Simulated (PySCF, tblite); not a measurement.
**C₅H₇NSeSi: geometry, infrared bands and NMR shifts**

Wanted: the infrared bands and NMR shifts of C₅H₇NSeSi (`[SeH][SiH2]c1ccccn1`), by calculation.

Programs: tblite 0.8.0 and PySCF 2.14.0, with density-fitted response routines of our own. Each step states its level of theory. These are calculated values for one molecule in the gas phase, unless marked as measured. Atoms count from 0, in the outputs and in this text.

**1. The molecule as given**

15 atoms, charge 0, multiplicity 1; geometry from: force field or distance geometry start.

Bonds of the start (Å): Se0–Si1 2.29, Si1–C2 1.84, C2–C3 1.38, C3–C4 1.38, C4–C5 1.38, C5–C6 1.38, C6–N7 1.35, N7–C2 1.36, Se0–H8 1.54, Si1–H9 1.47, Si1–H10 1.48, C3–H11 1.11, C4–H12 1.08, C5–H13 1.08, C6–H14 1.09.

**2. Relaxing the molecule with GFN2-xTB**

Job settings and geometry (Å):

```
{"job": {"kind": "relax", "xc": "GFN2-xTB", "basis": "xTB"}, "charge": 0, "multiplicity": 1}
Se     3.425700     0.849900     0.259900
Si     2.040100    -0.658700    -0.757900
C      0.309000    -0.090300    -0.481000
C     -0.688600    -1.029600    -0.332000
C     -1.983700    -0.613300    -0.120400
C     -2.287300     0.734300    -0.096500
C     -1.262600     1.650800    -0.263000
N      0.005700     1.231500    -0.445800
H      3.876400     0.223200     1.592700
H      2.397700    -0.658700    -2.188400
H      2.205900    -2.013300    -0.185500
H     -0.442300    -2.111900    -0.350500
H     -2.810600    -1.292600     0.015300
H     -3.295300     1.074800     0.057200
H     -1.494400     2.711800    -0.231700
```

Run with:

```sh
$ OMP_NUM_THREADS=1 python probes_run.py task.json out
```

One launch serves the whole session: the jobs run in the order shown.

The program printed:

```text
step      E/eV     max force
  0    -601.04858    2.229
  1    -601.16963    0.943
  2    -601.21437    0.608
  3    -601.24817    0.445
  4    -601.26147    0.491
  5    -601.29015    0.338
  6    -601.29876    0.290
  7    -601.30733    0.239
  8    -601.31190    0.263
  9    -601.31996    0.237
 10    -601.32631    0.205
 11    -601.33087    0.143
 12    -601.33319    0.127
 13    -601.33541    0.151
 14    -601.33797    0.181
 15    -601.33983    0.118
 16    -601.34067    0.057
 17    -601.34108    0.055
 18    -601.34153    0.064
 19    -601.34215    0.072
 20    -601.34280    0.066
 21    -601.34333    0.066
 22    -601.34377    0.048
 23    -601.34421    0.053
 24    -601.34462    0.047
 25    -601.34499    0.054
 26    -601.34538    0.061
 27    -601.34589    0.058
 28    -601.34653    0.054
 29    -601.34709    0.053
 30    -601.34744    0.038
 31    -601.34769    0.045
 32    -601.34801    0.048
 33    -601.34850    0.058
 34    -601.34913    0.064
 35    -601.34975    0.059
 36    -601.35026    0.074
 37    -601.35066    0.061
 38    -601.35099    0.041
 39    -601.35127    0.042
 40    -601.35153    0.036
 41    -601.35175    0.040
 42    -601.35193    0.035
 43    -601.35213    0.037
 44    -601.35243    0.044
 45    -601.35302    0.074
 46    -601.35412    0.175
 47    -601.35570    0.186
 48    -601.35522    0.440
 49    -601.36574    0.151
 50    -601.37146    0.208
 51    -601.37783    0.310
 52    -601.38621    0.240
 53    -601.39250    0.276
 54    -601.39808    0.207
 55    -601.40375    0.200
 56    -601.40918    0.212
 57    -601.41319    0.151
 58    -601.41517    0.121
 59    -601.41652    0.101
 60    -601.41763    0.083
 61    -601.41891    0.077
 62    -601.41997    0.070
 63    -601.42127    0.066
 64    -601.42202    0.050
 65    -601.42240    0.049
 66    -601.42272    0.045
 67    -601.42331    0.064
 68    -601.42441    0.100
 69    -601.42623    0.126
 70    -601.42851    0.120
 71    -601.43068    0.096
 72    -601.43260    0.105
 73    -601.43471    0.153
 74    -601.43760    0.182
 75    -601.44112    0.186
 76    -601.44509    0.168
 77    -601.44982    0.188
 78    -601.45576    0.234
 79    -601.46242    0.268
 80    -601.46797    0.218
 81    -601.47198    0.162
 82    -601.47289    0.205
 83    -601.47702    0.134
 84    -601.47898    0.159
 85    -601.48283    0.100
 86    -601.48574    0.114
 87    -601.49078    0.143
 88    -601.49589    0.195
 89    -601.50142    0.138
 90    -601.50436    0.101
 91    -601.50615    0.129
 92    -601.50787    0.115
 93    -601.50952    0.086
 94    -601.51098    0.075
 95    -601.51189    0.084
 96    -601.51262    0.051
 97    -601.51308    0.043
 98    -601.51337    0.036
 99    -601.51355    0.032
100    -601.51369    0.030
101    -601.51384    0.029
102    -601.51406    0.041
103    -601.51436    0.061
104    -601.51471    0.070
105    -601.51502    0.048
106    -601.51525    0.032
107    -601.51543    0.025
108    -601.51557    0.028
109    -601.51569    0.032
110    -601.51580    0.031
111    -601.51589    0.026
112    -601.51598    0.022
113    -601.51606    0.025
114    -601.51619    0.030
115    -601.51636    0.029
116    -601.51652    0.027
117    -601.51660    0.017
118    -601.51663    0.013
119    -601.51664    0.010
```

Run time: 0.99 s. Hardware: 1 thread of Arm Neoverse V1, shared host.

Relaxation path: (not every step is listed)

```csv
step,energy from step 0 (eV),largest force (eV/Å)
0,0.0000,2.2287
1,-0.1210,0.9428
2,-0.1658,0.6084
3,-0.1996,0.4449
4,-0.2129,0.4912
5,-0.2416,0.3379
6,-0.2502,0.2903
7,-0.2587,0.2391
8,-0.2633,0.2628
18,-0.2930,0.0642
28,-0.2980,0.0538
38,-0.3024,0.0408
48,-0.3066,0.4399
58,-0.3666,0.1213
68,-0.3758,0.1003
78,-0.4072,0.2337
88,-0.4473,0.1947
98,-0.4648,0.0358
108,-0.4670,0.0284
114,-0.4676,0.0296
115,-0.4678,0.0292
116,-0.4679,0.0269
117,-0.4680,0.0173
118,-0.4680,0.0130
119,-0.4681,0.0098
```

Close pairs (by a distance rule), those that changed most:

```csv
bond,before (Å),after (Å),change (Å)
Se0–H8,1.540,1.449,-0.091
Si1–C2,1.843,1.889,+0.046
C3–H11,1.110,1.079,-0.031
C6–N7,1.348,1.317,-0.031
Se0–Si1,2.287,2.257,-0.030
C2–N7,1.357,1.330,-0.027
Si1–H10,1.480,1.464,-0.016
Si1–H9,1.475,1.464,-0.010
```

The next job starts from the end point, and lists it.

**3. Harmonic vibrations with GFN2-xTB**

Job settings and geometry (Å):

```
{"job": {"kind": "ir", "xc": "GFN2-xTB", "basis": "xTB"}, "charge": 0, "multiplicity": 1}
Se     2.829003     1.229819     0.172017
Si     2.061533    -0.817783    -0.386295
C      0.244038    -0.310552    -0.306094
C     -0.862266    -1.113330    -0.539662
C     -2.126357    -0.555282    -0.436697
C     -2.240775     0.785280    -0.104120
C     -1.078118     1.511319     0.114368
N      0.120610     0.973801     0.014718
H      4.240469     0.903462     0.131819
H      2.462957    -1.248036    -1.727370
H      2.395899    -1.859316     0.587177
H     -0.729821    -2.153027    -0.797239
H     -3.008022    -1.155032    -0.612487
H     -3.207455     1.256039    -0.015691
H     -1.106110     2.560627     0.377988
```

The program printed:

```text
mode    cm-1     km/mol
  1      50.5      0.01
  2      91.5      1.20
  3     135.7      3.85
  4     225.6      1.42
  5     323.2      2.82
  6     348.1      0.03
  7     380.0      5.36
  8     408.6     19.16
  9     410.4     23.72
 10     468.1     45.26
 11     520.6     35.15
 12     601.0      0.72
 13     616.6     68.89
 14     639.0    393.23
 15     702.6      0.02
 16     712.6     62.33
 17     751.1      4.13
 18     786.2    259.28
 19     894.6      0.04
 20     918.7      0.39
 21     936.3      0.04
 22    1002.6      8.84
 23    1090.6      3.41
 24    1119.2      7.66
 25    1164.2      4.24
 26    1175.8     18.42
 27    1241.0      3.85
 28    1288.5      5.80
 29    1406.2      7.38
 30    1426.9      8.97
 31    1560.3      5.65
 32    1574.9     19.16
 33    2013.6    467.10
 34    2231.8    352.77
 35    2247.0    179.76
 36    3060.1     17.00
 37    3070.3     23.44
 38    3088.2     43.92
 39    3097.0     44.92
```

Wall time 0.59 s (1 thread of Arm Neoverse V1, shared host).

Which atoms move in the most intense modes:

```csv
cm⁻¹,km/mol,atoms
468,45.3,"H10 40 %, H9 40 %, Si1 10 %"
617,68.9,H8 83 %
639,393.2,"H9 37 %, H10 36 %"
713,62.3,"C6 18 %, C5 15 %, C3 15 %, Si1 12 %"
786,259.3,"H9 46 %, H10 46 %"
2014,467.1,H8 99 %
2232,352.8,"H9 52 %, H10 44 %"
2247,179.8,"H10 53 %, H9 45 %"
```

**4. Nuclear shieldings: PBE0/pcSseg-1**

Settings changed since step 3:

```diff
@@ -1,2 +1,2 @@
-{"job": {"kind": "ir", "xc": "GFN2-xTB", "basis": "xTB"}, "charge": 0, "multiplicity": 1}
+{"job": {"kind": "nmr", "xc": "PBE0", "basis": "pcSseg-1"}, "charge": 0, "multiplicity": 1}
 Se     2.829003     1.229819     0.172017
```

Method: GIAO PBE0/pcSseg-1 NMR shielding, non-relativistic, gas phase.

The program printed:

```text
coarse grid: 62072 points
cycle   1  E = -2939.5165168019  dE =  3.067e-01  |g| = 7.121e-01  |ddm| = 3.924e+00
cycle   2  E = -2939.5155284471  dE =  9.884e-04  |g| = 4.800e-01  |ddm| = 9.828e-01
cycle   3  E = -2939.5454980186  dE = -2.997e-02  |g| = 2.318e-01  |ddm| = 7.377e-01
cycle   4  E = -2939.5568593629  dE = -1.136e-02  |g| = 6.436e-02  |ddm| = 2.531e-01
cycle   5  E = -2939.5576921801  dE = -8.328e-04  |g| = 1.985e-02  |ddm| = 7.577e-02
cycle   6  E = -2939.5577937905  dE = -1.016e-04  |g| = 3.769e-03  |ddm| = 2.109e-02
cycle   7  E = -2939.5577967649  dE = -2.974e-06  |g| = 1.351e-03  |ddm| = 4.528e-03
final grid: 129640 points
cycle   8  E = -2939.5578130708  dE =  4.157e-07  |g| = 1.864e-03  |ddm| = 3.179e-03
cycle   9  E = -2939.5578117616  dE =  1.309e-06  |g| = 2.879e-03  |ddm| = 4.463e-03
cycle  10  E = -2939.5578139189  dE = -2.157e-06  |g| = 3.931e-04  |ddm| = 2.898e-03
cycle  11  E = -2939.5578139579  dE = -3.901e-08  |g| = 5.182e-05  |ddm| = 3.883e-04
cycle  12  E = -2939.5578139585  dE = -5.416e-10  |g| = 8.495e-06  |ddm| = 4.959e-05
converged SCF energy = -2939.5578139585

GIAO shielding tensors (ppm)
atom      isotropic    diamagn.    paramagn.     s11        s22        s33       span
  0 Se    2285.793    2999.235    -713.442   2068.296   2087.354   2701.730    633.434
  1 Si     373.864     879.687    -505.823    325.369    345.619    450.604    125.235
  2 C       25.276     255.413    -230.137    -80.605     -6.765    163.198    243.802
  3 C       51.275     256.152    -204.877    -69.473     49.497    173.800    243.273
  4 C       46.630     252.457    -205.828    -69.391     26.802    182.478    251.869
  5 C       57.809     258.388    -200.580    -55.540     50.641    178.325    233.865
  6 C       32.442     248.988    -216.546    -79.338     28.602    148.062    227.400
  7 N     -112.434     333.525    -445.958   -435.119   -188.724    286.543    721.662
  8 H       31.698      28.461       3.236     21.451     24.869     48.774     27.323
  9 H       26.109      28.183      -2.075     21.624     24.343     32.360     10.736
 10 H       26.112      28.409      -2.297     21.627     24.344     32.365     10.738
 11 H       23.920      31.982      -8.062     20.386     22.498     28.876      8.491
 12 H       23.797      29.917      -6.120     20.432     24.041     26.918      6.486
 13 H       24.281      30.136      -5.854     21.345     24.138     27.361      6.017
 14 H       22.631      30.334      -7.702     18.082     22.310     27.502      9.421
```

It took 50 s on 1 thread of Arm Neoverse V1, shared host; peak memory 1 GiB.

Shifts follow as δ = σ(reference) − σ, with reference shieldings (ppm) from runs at the same level and on the same kind of geometry: 1H TMS 31.72, 13C TMS 186.9, 29Si TMS 349.2, 15N NH3 267.7, 77Se Me2Se 1758. The references are single molecules in the gas phase, so shifts against H2O, NH3, PH3, H3PO4 or CFCl3 are not on the usual liquid scales and can be off by tens of ppm. Atoms listed in one row are averaged.

```csv
atoms,environment,σ (ppm),δ (ppm)
C2,substituted aromatic carbon next to a ring nitrogen,25.3,161.6
C6,aromatic CH next to a ring nitrogen,32.4,154.5
C4,aromatic CH,46.6,140.3
C3,aromatic CH,51.3,135.7
C5,aromatic CH,57.8,129.1
H14,hydrogen on an aromatic CH next to a ring nitrogen,22.63,9.09
H12,hydrogen on an aromatic CH,23.80,7.92
H11,hydrogen on an aromatic CH,23.92,7.80
H13,hydrogen on an aromatic CH,24.28,7.44
"H9, H10","hydrogen on a silicon bonded to C, Se",26.11,5.61
H8,hydrogen on a selenium bonded to Si,31.70,0.02
Se0,"selenium bonded to Si, H",2286,-527
Si1,"silicon bonded to C, Se, 2 H",373.9,-24.7
N7,pyridine-type ring nitrogen,-112.4,380.2
```

Charges from the same density, by scheme (e):

```csv
atoms,Mulliken,IAO,Hirshfeld,ESP fit
Se0,-0.35,-0.17,-0.11,-0.36
Si1,0.67,0.63,0.28,-0.04
C2,-0.07,-0.13,-0.03,0.29
C3,-0.12,-0.16,-0.05,-0.30
C4,0.00,-0.12,-0.03,-0.04
C5,-0.19,-0.17,-0.04,-0.21
C6,0.20,-0.01,0.02,0.03
N7,-0.48,-0.27,-0.12,-0.18
```

Mayer bond orders: Se0–Si1 1.04, Si1–C2 0.86, C2–C3 1.37, C3–C4 1.43, C4–C5 1.43, C5–C6 1.39, C6–N7 1.49, N7–C2 1.39.

Ring of atoms C2, C3, C4, C5, C6, N7: NICS(0) -6.7, NICS(1) -11.2, NICS(1)zz -28.1 ppm (means of both faces).

**5. Summary of results**

| quantity | value |
| --- | --- |
| strongest single infrared mode (GFN2-xTB) | 2014 cm⁻¹, 467 km/mol |
| zero-point energy (GFN2-xTB) | 62.6 kcal/mol |
| 13C shifts against TMS (PBE0/pcSseg-1) | 161.6, 154.5, 140.3, 135.7, 129.1 ppm |
| 1H shifts against TMS (PBE0/pcSseg-1, means over atoms taken as alike) | 9.09, 7.92, 7.80, 7.44, 5.61, 0.02 ppm |
| 77Se shifts against Me2Se (PBE0/pcSseg-1) | -527 ppm |
| 29Si shifts against TMS (PBE0/pcSseg-1) | -24.7 ppm |
| 15N shifts against NH3 (PBE0/pcSseg-1) | 380.2 ppm |

In words: Relaxing lowered the energy by 0.468 eV in 119 steps; the close pair that moved most is Se0–H8, from 1.540 to 1.449 Å. All 39 modes are real, so the xTB geometry is a minimum. The strongest single mode, at 2014 cm⁻¹, moves mainly H8. GFN2-xTB is a fitted tight-binding method: band positions and strengths are rough. Its intensities can rank the bands wrongly. At PBE0/pcSseg-1: The largest span, 722 ppm, is at N7, where the paramagnetic term is -446 ppm. NICS(1)zz of -28 ppm above the planar ring from C2 marks a diatropic (aromatic) ring current. Spin-orbit coupling is left out, which matters for shieldings and couplings at and beside the heavy atoms.
